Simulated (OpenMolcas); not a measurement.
# Pr²⁺ among point charges: CASSCF levels and susceptibility

Aim: the splitting of the states of Pr²⁺ in the field of 6 point charges, its lowest levels with spin-orbit coupling and its magnetic susceptibility.

The numbers are computed with OpenMolcas 26.06 (state-averaged CASSCF, spin-orbit coupling by RASSI with atomic mean-field integrals), except any that are marked as measured or tabulated.

## Step 1: What is computed

```
Species                           : Pr²⁺ (praseodymium, Z = 59, 57 electrons)
Basis                             : ANO-RCC-VTZP [8s7p5d3f2g1h], 104 functions
Scalar Hamiltonian                : DKH2, point nucleus
Inactive shells                   : 1s 2s 2p 3s 3p 3d 4s 4p 4d 5s 5p
Active space                      : 3 electrons in 7 orbitals (4f)
Some configurations of this space : 4f³
Orbitals                          : optimised for the highest spin of each parity, averaged over all roots
```

The outer shells:

4f3
```
4f [↑ ][↑ ][↑ ][  ][  ][  ][  ]
```

The ion sits among 6 point charges of -0.5 e arranged as a tetragonal octahedron (D4h), 2.57 Å from the ion, with the axial distance 2.647 Å.

The work runs as a chain of OpenMolcas steps in one folder; each step below is one input file. Labels, J, g values, rates, χT and fits are worked out afterwards by a script from the matrices that RASSI stores. The input lists half of the charges; inversion (Group=XYZ) makes the rest.

## Step 2: Basis and integrals

The input, a.inp:

```
&GATEWAY
Coord
1

Pr 0.0 0.0 0.0
Basis=ANO-RCC-VTZP
Group=XYZ
NoMove
AngMom=0.0 0.0 0.0
AMFI
XField
3 Angstrom 0
2.570000 0.000000 0.000000 -0.500000
0.000000 2.570000 0.000000 -0.500000
0.000000 0.000000 2.647100 -0.500000
&SEWARD
```

Command:

```console
$ OMP_NUM_THREADS=1 MOLCAS_MEM=2252 MOLCAS_PROJECT=a pymolcas a.inp > a.log
```

## Step 3: Reference wave functions, quartets of odd parity, 35 roots

The input, a.inp:

```
&RASSCF
FileOrb=start.orb
Symmetry=2
Spin=4
nActEl=3 0 0
Inactive=15 12
Ras2=0 7
CIRoot=35 35 1
SDav=35
CIMx=300
Iter=120 100
PrWF=0.3
OrbListing=Nothing
MaxOrb=0
>>> COPY $Project.JobIph JOB001
```

start.orb holds the contracted functions of the basis, ordered by shell, or the orbitals of the step before.

## Step 4: CASSCF: doublets of odd parity, 112 roots

The input, a.inp:

```
&RASSCF
FileOrb=start.orb
Symmetry=2
Spin=2
nActEl=3 0 0
Inactive=15 12
Ras2=0 7
CIRoot=112 112 1
SDav=112
CIMx=300
Iter=120 100
PrWF=0.3
OrbListing=Nothing
MaxOrb=0
CIOnly
>>> COPY $Project.JobIph JOB002
```

## Step 5: RASSI: spin-orbit coupling between the states

The input, a.inp:

```
&RASSI
NrOfJobIphs=2 35 96
1 2 3 4 5 6 7 8 9 10 11 12 13 14 15 16 17 18 19 20 21 22 23 24 25 26 27
28 29 30 31 32 33 34 35
1 2 3 4 5 6 7 8 9 10 11 12 13 14 15 16 17 18 19 20 21 22 23 24 25 26 27
28 29 30 31 32 33 34 35 36 37 38 39 40 41 42 43 44 45 46 47 48 49 50 51
52 53 54 55 56 57 58 59 60 61 62 63 64 65 66 67 68 69 70 71 72 73 74 75
76 77 78 79 80 81 82 83 84 85 86 87 88 89 90 91 92 93 94 95 96
IphNames
JOB001
JOB002
EJob
SpinOrbit
DIPRint=1.0
SOCoupling=1000.0
Subsets=2
Property=9
'ANGMOM' 1 'ANGMOM' 2 'ANGMOM' 3 'MLTPL  1' 1 'MLTPL  1' 2 'MLTPL  1' 3
'AMFI' 1 'AMFI' 2 'AMFI' 3
SOProperty=3
'ANGMOM' 1 'ANGMOM' 2 'ANGMOM' 3
```

What does the calculation give? Wanted: spin-free ground state; first state of the same spin within the active space; lowest level; next level.

As calculated:

| quantity | value |
| --- | --- |
| method | CASSCF |
| spin-free ground state | 4B1, 1-fold in its orbital part |
| first state of the same spin within the active space | 4E at 9.26 cm⁻¹ |
| lowest level | 2-fold E1/2, g = 0.42, 3.45, 3.45 |
| next level | 4.8 cm⁻¹ |
| χT at 300 K | 1.71 cm³ K/mol |
| effective moment at 300 K | 3.70 μB |

What this shows: The spin-free ground state (4B1) comes to 100 % from free-ion I terms and keeps the highest spin of the shell. The doublets rest on orbitals optimised for another spin in at least one step, which raises them against the optimised states. Not all states of the active space went into the spin-orbit step. High states of lower spin are left out of the spin-orbit mixing, and CASSCF puts spin-flip levels too high. Point charges carry no covalency, so the field is a model and not that of real ligands.
